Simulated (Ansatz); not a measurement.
# NiPt3: further runs on the relaxed cell

An exercise on one series of results from a longer session: the logs are not shown, and one member is left open.

Computed with Ansatz 0.2.0 (DFT r2SCAN, scalar-relativistic, plane waves, PAW, unless a step's input says otherwise).

1 further run of the same task is left out (set aside as unsound or not needed).

## The starting structure

It takes space group Pm-3m (No. 221, cubic). Conventional cell: a = 3.852 Å, b = 3.852 Å, c = 3.852 Å, α = 90.00°, β = 90.00°, γ = 90.00°. Ni (site symmetry m-3m) has 12 Pt at 2.72 Å as nearest neighbours. Around Pt (site symmetry 4/mmm) lie 4 Ni at 2.72 Å and 8 Pt at 2.72 Å.

Coordinates:

```xyz
4
Lattice="3.8517 0.0000 0.0000 0.0000 3.8517 0.0000 0.0000 0.0000 3.8517" Properties=species:S:1:pos:R:3 pbc="T T T"
Ni    0.0000    0.0000    0.0000
Pt    0.0000    1.9259    1.9259
Pt    1.9259    0.0000    1.9259
Pt    1.9259    1.9259    0.0000
```

It goes back to an entry of the Materials Project, which need not be the stable form.

This cell was relaxed beforehand with the same method: volume 14.29 Å³/atom, gap on the mesh none (metal), site moments up to 1.0 μB.

Set-up of the first run:

Input file input.yaml:

```yaml
crystal:
  lattice:
    - [3.8127969415, 0.0, 0.0]
    - [0.0, 3.8127969415, 0.0]
    - [0.0, 0.0, 3.8127969415]
  atoms:
    - { symbol: Ni, position: [0.0, 0.0, 0.0], spin: 1.13 }
    - { symbol: Pt, position: [0.0, 0.5, 0.5], spin: 0.25 }
    - { symbol: Pt, position: [0.5, 0.0, 0.5], spin: 0.25 }
    - { symbol: Pt, position: [0.5, 0.5, 0.0], spin: 0.25 }
basis:
  ecutwfc: 500
kpoints:
  mp_grid: { grid: [12, 12, 12] }
hamiltonian:
  xc: r2scan
scf:
  occupations: { method: gaussian, width: 0.1 }
output:
  forces: true
  stress: true
  eigenvalues: true
  populations: true
magnetization:
  spin_polarized: true
```

Run with:

```console
$ ansatz run input.yaml --threads 1 --pin off --max-ram 2560MiB --backend cpu --events-out ev --progress --plain --runs-dir out
```

Among the steps run: Point at V/V0 = 0.97; Point at V/V0 = 1.03; Volume × 0.94; Point at V/V0 = 1.06; The cell scaled to 0.91 of its volume; Point at V/V0 = 1.10; Point at V/V0 = 0.88.

One of the session's tables, all rows but one given; the rest of the session is left out.

It belongs to the step «Fit of the equation of state». 

```
volume (Å³/atom)  energy above the lowest point (meV/atom)  pressure (GPa)  largest moment (μB)
          12.571                                     205.2           44.21                 0.73
          13.000                                     107.1           29.80                 0.81
          13.428                                      44.0           17.86                 0.87
          13.857                                      10.2            8.03                 0.94
          14.286                                       0.0            0.00                 1.02
          14.714                                       9.3           -6.73                 1.08
          15.143                                         ?               ?                    ?
          15.714                                      89.9          -18.28                 1.16
```

**Question.** Estimate the row for volume (Å³/atom) = 15.143.

Worked estimate for «energy above the lowest point (meV/atom)». A straight line through the neighbours (14.714, 9.3) and (15.714, 89.9) gives 9.3 + (89.9 − 9.3) × (15.143 − 14.714) / (15.714 − 14.714) = 43.9; a parabola fitted to 3 rows on both sides gives 33.8.

The run gave: energy above the lowest point (meV/atom): 34.9; pressure (GPa): -12.32; largest moment (μB): 1.12. In «energy above the lowest point (meV/atom)» the line misses by +9.0 and the parabola by -1.1.

Limits of these values: The magnetic state reached may not be the lowest one. Warnings in the runs' records: minimisation memory short, look outside group, stability check not made.
